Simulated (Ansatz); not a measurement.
**TiIn2: one candidate structure**

Aim: relax TiIn2 from this start, marcasite type (Pnnm, No. 58), and see where it ends.

Method: DFT PBE, scalar-relativistic, plane waves, PAW, in Ansatz 0.2.0.

## 1. Starting point

It takes space group Pnnm (No. 58, orthorhombic). Conventional cell: a = 4.982 Å, b = 6.080 Å, c = 3.796 Å, α = 90.00°, β = 90.00°, γ = 90.00°. Ti (site symmetry 2/m) is surrounded by 6 In at 2.51 to 2.52 Å. Around In (site symmetry m) lie 1 In at 2.48 Å and 3 Ti at 2.51 to 2.52 Å.

Coordinates:

```
Ti In
1.0
     4.98179    0.00000    0.00000
     0.00000    6.08023    0.00000
     0.00000    0.00000    3.79569
Ti In
2 4
Direct
  0.00000 0.00000 0.00000
  0.50000 0.50000 0.50000
  0.20040 0.37870 0.00000
  0.79960 0.62130 0.00000
  0.70040 0.12130 0.50000
  0.29960 0.87870 0.50000
```

(A quick probe on a coarse mesh, which set the mesh and smearing, is not shown.)

## 3. Rough relaxation on the coarse mesh

Contents of input.yaml:

```yaml
crystal:
  lattice:
    - [4.9817874704, 0.0, 0.0]
    - [0.0, 6.0802331621, 0.0]
    - [0.0, 0.0, 3.7956902961]
  atoms:
    - { symbol: Ti, position: [0.0, 0.0, 0.0] }
    - { symbol: Ti, position: [0.5, 0.5, 0.5] }
    - { symbol: In, position: [0.2004, 0.3787, 0.0] }
    - { symbol: In, position: [0.7996, 0.6213, 0.0] }
    - { symbol: In, position: [0.7004, 0.1213, 0.5] }
    - { symbol: In, position: [0.2996, 0.8787, 0.5] }
basis:
  ecutwfc: 420
kpoints:
  mp_grid: { grid: [4, 4, 4] }
hamiltonian:
  xc: pbe
scf:
  occupations: { method: gaussian, width: 0.1 }
  lower_state_search: "off"
output:
  forces: true
  stress: true
  eigenvalues: true
relax:
  adjacent_minimum: "off"
  f_tol: 0.04
  max_steps: 70
  cell: { stress_tol: 0.4 }
```

Command:

```sh
$ ansatz run input.yaml --threads 1 --pin off --max-ram 2560MiB --backend cpu --events-out ev --progress --plain --runs-dir out
```

The session goes on with these runs: relaxing cell and atoms.

Q: Predict the outcome of this session.

The runs gave:

Formation energies count from the elements, computed with the same settings in runs not shown here.

```
                          quantity                                                                      value
               cell (conventional)  a = 6.667 Å, b = 6.667 Å, c = 6.667 Å, α = 90.00°, β = 90.00°, γ = 90.00°
                       space group                                                            Fm-3m (No. 225)
                            volume                                                              24.70 Å³/atom
                   gap on the mesh                                                               none (metal)
formation energy from the elements                                                             +0.224 eV/atom
```

**Reading.** The structure ended in another space group than at the start: Pnnm to Fm-3m. The formation energy of +0.22 eV/atom is positive, so the elements lie lower than this structure; another structure of the compound can lie lower.
